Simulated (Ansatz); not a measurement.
# TiSn3O8: the cost of one run

Program: Ansatz 0.2.0. Level of theory: DFT PBE, scalar-relativistic, plane waves, PAW. These are calculated values, not measurements.

## Step 1: The structure to begin with

It takes space group Cmmm (No. 65, orthorhombic). The conventional cell has a = 7.109 Å, b = 7.109 Å, c = 6.767 Å, α = 90.00°, β = 90.00°, γ = 90.00°. Ti (site symmetry mmm) is surrounded by 6 O at 2.18 Å. Around Sn (site symmetry mmm) lie 6 O at 2.18 Å. Around Sn (site symmetry mm2) lie 6 O at 2.18 Å. Around O (site symmetry m2m) lie 1 Ti at 2.18 Å and 2 Sn at 2.18 Å. Around O (site symmetry m2m) lie 3 Sn at 2.18 Å. O (site symmetry m) has 2 Sn at 2.18 Å and 1 Ti at 2.18 Å as nearest neighbours.

As a file:

```cif
data_structure
_symmetry_space_group_name_H-M 'P 1'
_symmetry_Int_Tables_number 1
_cell_length_a 5.0265
_cell_length_b 5.0265
_cell_length_c 6.7673
_cell_angle_alpha 90.000
_cell_angle_beta 90.000
_cell_angle_gamma 90.000
_cell_volume 170.98
loop_
_atom_site_label
_atom_site_type_symbol
_atom_site_fract_x
_atom_site_fract_y
_atom_site_fract_z
_atom_site_occupancy
Ti1 Ti 0.50000 0.50000 0.00000 1
Sn1 Sn 0.50000 0.50000 0.50000 1
Sn2 Sn 0.00000 0.00000 0.75000 1
Sn3 Sn 0.00000 0.00000 0.25000 1
O1 O 0.19403 0.19403 0.00000 1
O2 O 0.19403 0.19403 0.50000 1
O3 O 0.80597 0.80597 0.00000 1
O4 O 0.80597 0.80597 0.50000 1
O5 O 0.69403 0.30597 0.75000 1
O6 O 0.69403 0.30597 0.25000 1
O7 O 0.30597 0.69403 0.75000 1
O8 O 0.30597 0.69403 0.25000 1
```

The start is an ordering of an alloy on its end members' structure types: elements ordered on the sites of the SnO2 type, Sn/Ti on Sn (Cmmm, No. 65).

## Step 2: Probe: one point on a coarse mesh

The input, input.yaml:

```yaml
crystal:
  lattice:
    - [3.55429226, -3.55429226, 0.0]
    - [3.55429226, 3.55429226, 0.0]
    - [0.0, 0.0, 6.76734669]
  atoms:
    - { symbol: Ti, position: [0.5, 0.5, 0.0], spin: 1.0 }
    - { symbol: Sn, position: [0.5, 0.5, 0.5] }
    - { symbol: Sn, position: [0.0, 0.0, 0.75] }
    - { symbol: Sn, position: [0.0, 0.0, 0.25] }
    - { symbol: O, position: [0.19402771, 0.19402771, 0.0] }
    - { symbol: O, position: [0.19402771, 0.19402771, 0.5] }
    - { symbol: O, position: [0.80597229, 0.80597229, 0.0] }
    - { symbol: O, position: [0.80597229, 0.80597229, 0.5] }
    - { symbol: O, position: [0.69402771, 0.30597229, 0.75] }
    - { symbol: O, position: [0.69402771, 0.30597229, 0.25] }
    - { symbol: O, position: [0.30597229, 0.69402771, 0.75] }
    - { symbol: O, position: [0.30597229, 0.69402771, 0.25] }
basis:
  ecutwfc: 420
kpoints:
  mp_grid: { grid: [4, 4, 4] }
hamiltonian:
  xc: pbe
scf:
  occupations: { method: gaussian, width: 0.1 }
  lower_state_search: "off"
output:
  forces: true
  stress: true
  eigenvalues: true
  populations: true
magnetization:
  spin_polarized: true
```

Run with:

```console
ansatz run input.yaml --threads 4 --pin off --max-ram 8192MiB --backend cpu --events-out ev --progress --plain --runs-dir out
```

**Question.** How long does this run take on 4 threads of Arm Neoverse V1, shared host, and how much memory does it need?

About 19 s, with a peak of 0.8 GiB.
